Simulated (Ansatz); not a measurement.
# CaMn2Bi2: the cost of one run

Program: Ansatz 0.2.0. Level of theory: DFT PBEsol, scalar-relativistic, plane waves, PAW. These are calculated values, not measurements.

### 1 The system as given

It takes space group P-3m1 (No. 164, trigonal). The conventional cell has a = 4.626 Å, b = 4.626 Å, c = 7.729 Å, α = 90.00°, β = 90.00°, γ = 120.00°. Ca (site symmetry -3m) has 6 Bi at 3.29 Å as nearest neighbours. Around Mn (site symmetry 3m) lie 4 Bi at 2.86 to 2.87 Å and 3 Mn at 3.26 Å. Bi (site symmetry 3m) is surrounded by 4 Mn at 2.86 to 2.87 Å.

As a file:

```cif
data_structure
_symmetry_space_group_name_H-M 'P 1'
_symmetry_Int_Tables_number 1
_cell_length_a 4.6264
_cell_length_b 4.6264
_cell_length_c 7.7288
_cell_angle_alpha 90.000
_cell_angle_beta 90.000
_cell_angle_gamma 120.000
_cell_volume 143.26
loop_
_atom_site_label
_atom_site_type_symbol
_atom_site_fract_x
_atom_site_fract_y
_atom_site_fract_z
_atom_site_occupancy
Ca1 Ca 0.00000 0.00000 0.00000 1
Mn1 Mn 0.66667 0.33333 0.62074 1
Mn2 Mn 0.33333 0.66667 0.37927 1
Bi1 Bi 0.66667 0.33333 0.24881 1
Bi2 Bi 0.33333 0.66667 0.75119 1
```

### 2 Relaxing cell and atoms: CaMn2Bi2, moments +−

input.yaml

```yaml
crystal:
  lattice:
    - [4.6263818529, 0.0, 0.0]
    - [-2.3131909265, 4.0065642123, 0.0]
    - [0.0, 0.0, 7.728792]
  atoms:
    - { symbol: Ca, position: [0.0, 0.0, 0.0] }
    - { symbol: Mn, position: [0.66666667, 0.33333333, 0.620735], spin: 4.0 }
    - { symbol: Mn, position: [0.33333333, 0.66666667, 0.379265], spin: -4.0 }
    - { symbol: Bi, position: [0.66666667, 0.33333333, 0.248809] }
    - { symbol: Bi, position: [0.33333333, 0.66666667, 0.751191] }
magnetization:
  spin_polarized: true
scf:
  occupations: { method: gaussian, width: 0.03 }
output:
  forces: true
  stress: true
  eigenvalues: true
  populations: true
hamiltonian:
  xc: pbesol
kpoints:
  mp_grid: { grid: [10, 10, 6] }
relax:
  f_tol: 0.003
  max_steps: 60
  cell: { stress_tol: 0.03, p_target: 0 }
```

Started as:

```console
$ ansatz run input.yaml --threads 8 --pin off --max-ram 12288MiB --backend cpu --events-out ev --progress --plain --runs-dir out
```

**Question.** How long does this run take on 8 threads of Arm Neoverse N1, shared host, and how much memory does it need?

About 3.8 min, with a peak of 1.1 GiB.
